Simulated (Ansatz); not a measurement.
# GeH₅ (doublet): the correlation ladder at distance H1–H2 along a hydrogen transfer = 0.745 Å, cc-pVDZ

Aim: climb from Hartree-Fock through coupled cluster and multireference methods for GeH₅ (doublet) at one geometry and basis, and see what each rung misses.

Computed with Ansatz 0.2.0, Gaussian basis. Level: cc-pVDZ, core rule «outside noble gas», up to 14 orbitals frozen.

To be run: UHF; CCSD(T) on ROHF; CCSD(T) on UHF; BCCD(T) on ROHF; CISD; CCSDT(Q) on ROHF; CCSDT(Q) on UHF; CCSDTQ on ROHF; CASSCF and MRCISD+Q, 3 electrons in 3 orbitals; CASSCF and NEVPT2, 3 electrons in 3 orbitals; CASSCF and MRCISD+Q, 9 electrons in 9 orbitals; CASSCF and NEVPT2, 9 electrons in 9 orbitals.

**1. The system**

The geometry derives from fragments relaxed apart (PBE0/def2-TZVP) and kept rigid, so it is no stationary point. A hydrogen atom is moved between rigid fragments. No spin-orbit coupling is included. The filled d shell of Ge may be among the frozen orbitals whatever the setting's name suggests; the logs give the count.

6 atoms, charge 0, spin multiplicity 2.

Atoms are counted from 1 here; the program's logs count them from 0.

Bond lengths: H1–H2 0.745 Å, Ge3–H4 1.539 Å, Ge3–H5 1.539 Å, Ge3–H6 1.539 Å. Angles: H4–Ge3–H5 111.2°, H4–Ge3–H6 111.2°, H5–Ge3–H6 111.2°.

**2. UHF**

The input, in.yaml:

```yaml
crystal:
  periodic: [false, false, false]
  atoms:
    - {symbol: H, position_ang: [-2.822457, 0.000000, -0.000001]}
    - {symbol: H, position_ang: [-2.077457, 0.000000, -0.000001]}
    - {symbol: Ge, position_ang: [0.046543, 0.000000, 0.000000]}
    - {symbol: H, position_ang: [0.515212, -1.465915, 0.000000]}
    - {symbol: H, position_ang: [0.515212, 0.732957, -1.269519]}
    - {symbol: H, position_ang: [0.515211, 0.732957, 1.269520]}
basis:
  gaussian: {orbitals: cc-pVDZ}
magnetization: {spin_polarized: true, initial_magnetization: 1}
hamiltonian: {xc: hf}
output: {orbitals: {seedname: orbitals}}
```

Launch:

```bash
$ ansatz run in.yaml --threads 1 --pin off --events-out ev --progress --plain --max-ram 2816MiB --backend cpu
```

Further steps of the session: CCSD(T) on ROHF; CCSD(T) on UHF; BCCD(T) on ROHF; CISD; CCSDT(Q) on ROHF; CCSDT(Q) on UHF; CCSDTQ on ROHF; CASSCF and MRCISD+Q, 3 electrons in 3 orbitals; CASSCF and NEVPT2, 3 electrons in 3 orbitals; CASSCF and MRCISD+Q, 9 electrons in 9 orbitals; CASSCF and NEVPT2, 9 electrons in 9 orbitals.

Q: Predict the results of all the runs planned. Wanted: RCCSDTQ below the RHF energy; RMP2 from RCCSDTQ; UMP2 from RCCSDTQ; RCCSD from RCCSDTQ; RCCSD(T) from RCCSDTQ; UCCSD(T) from RCCSDTQ; RCCSDT(Q) from RCCSDTQ; UCCSDT(Q) from RCCSDTQ; NEVPT2 pair from RCCSDTQ.

**Answer**, as computed:

| quantity | value |
| --- | --- |
| RCCSDTQ below the RHF energy | -4.3862 eV |
| RMP2 from RCCSDTQ | +23.29 kcal/mol |
| UMP2 from RCCSDTQ | +23.13 kcal/mol |
| RCCSD from RCCSDTQ | +2.03 kcal/mol |
| RCCSD(T) from RCCSDTQ | +0.45 kcal/mol |
| UCCSD(T) from RCCSDTQ | +0.37 kcal/mol |
| RCCSDT(Q) from RCCSDTQ | +0.01 kcal/mol |
| UCCSDT(Q) from RCCSDTQ | -0.08 kcal/mol |
| NEVPT2 pair from RCCSDTQ | +22.32 kcal/mol |
| NEVPT2 valence from RCCSDTQ | +18.46 kcal/mol |
| MRCISD+Q valence from RCCSDTQ | +0.18 kcal/mol |
| levels within 1 kcal/mol (43 meV) | RCCSD(T), UCCSD(T), BCCD(T), RCCSDT, UCCSDT, RCCSDT(Q), UCCSDT(Q), MRCISD+Q valence |
| T1 diagnostic | 0.016 |
| effectively unpaired electrons | 1.02 |

**Reading.** RCCSD(T) misses by +0.45 kcal/mol, 0.4 % of the correlation energy. One determinant dominates. Of the multireference levels listed MRCISD+Q valence comes nearest in total energy (+0.18 kcal/mol), which doesn't show that its space is the better one. These misses are within one basis, not against nature; the frozen cores of restricted and unrestricted runs differ, which can shift their rows.
